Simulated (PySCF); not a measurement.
# LiI: a composite coupled-cluster curve

One table from this session's results is given with a row withheld; the runs are named, their logs left out.

Program: PySCF 2.14.0. Level of theory: CCSD(T) on RHF, scalar-relativistic core potentials. These are calculated values, not measurements.

1 further run of the same task is left out (set aside as unsound or not needed).

Set-up of the first run:

| Property | Result |
| --- | --- |
| molecule | LiI |
| state | singlet, unpaired electrons none |
| smaller basis | Li cc-pVTZ, I cc-pVTZ-PP with ECP28 |
| larger basis | Li cc-pVQZ, I cc-pVQZ-PP with ECP28 |
| frozen core orbitals | 10 |
| extrapolation | correlation as n⁻³ (n = 3, 4), Hartree–Fock as (n+1)·exp(−9√n) |
| corrections | core–valence correlation |
| distances (Å) | 2.1161, 2.2123, 2.3085, 2.4047, 2.5009, 2.6211, 2.7414 |
| masses (u) | 7.0160, 126.9045 |
| dissociation limit | Li + I |

Command:

```
> OMP_NUM_THREADS=4 python comp.py task.json out
```

One of the session's tables, all rows but one given; the rest of the session is left out.

Parts of the energy along the bond, in eV from Li + I:

```
 R (Å)  HF/CBS  CCSD corr.      (T)  core–valence
2.1161  -2.418      -1.022  -0.0766       -0.1007
2.2123       ?           ?        ?             ?
2.3085  -2.767      -1.015  -0.0798       -0.0662
2.4047  -2.808      -1.013  -0.0813       -0.0532
2.5009  -2.791      -1.010  -0.0828       -0.0424
2.6211  -2.712      -1.007  -0.0846       -0.0313
2.7414  -2.591      -1.005  -0.0863       -0.0226
```

Q: Estimate the row for R (Å) = 2.2123 from the others.

Worked estimate for «HF/CBS». A straight line through the neighbours (2.1161, -2.418) and (2.3085, -2.767) gives -2.418 + (-2.767 + 2.418) × (2.2123 − 2.1161) / (2.3085 − 2.1161) = -2.593; a parabola fitted to 3 rows on both sides gives -2.637.

As computed: HF/CBS: -2.646; CCSD corr.: -1.018; (T): -0.0782; core–valence: -0.0819. In «HF/CBS» the line misses by +0.053 and the parabola by +0.009.
